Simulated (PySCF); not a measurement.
# C5H5PS: the cost of one run

Computed with PySCF 2.14.0 and routines of our own; the level stands in each step. Atoms count from 0.

## 1. The starting structure

12 atoms, charge 0, multiplicity 1; geometry from: GFN2-xTB.

## 2. Magnetic properties: GIAO CAM-B3LYP/pcSseg-1

Job settings and geometry (Å):

```
{"job": {"kind": "mag", "xc": "CAM-B3LYP", "basis": "pcSseg-1", "isotopologues": 2}, "charge": 0, "multiplicity": 1}
C     -2.519862    -0.345875    -0.174423
C     -1.603823     0.556153     0.172301
C     -0.186244     0.329695     0.226892
P      0.940139     1.555262     0.688669
C      2.334320     0.493512     0.492442
C      2.100562    -0.777545     0.093946
S      0.471014    -1.227613    -0.180396
H     -2.245073    -1.350963    -0.450327
H     -3.568409    -0.107465    -0.193281
H     -1.903541     1.560714     0.445797
H      3.334708     0.848289     0.684379
H      2.847408    -1.534850    -0.067305
```

Level: GIAO CAM-B3LYP/pcSseg-1 magnetisability, rotational g tensor and spin-rotation constants, non-relativistic, gas phase.

Run with:

```
OMP_NUM_THREADS=1 python excited_run.py task.json out
```

This one command runs all jobs of the session in turn.

**Question.** How long does this first job take on 1 thread of Arm Neoverse V2, shared host, and how much memory does it need?

About 22 s, with a peak of 0.8 GiB.
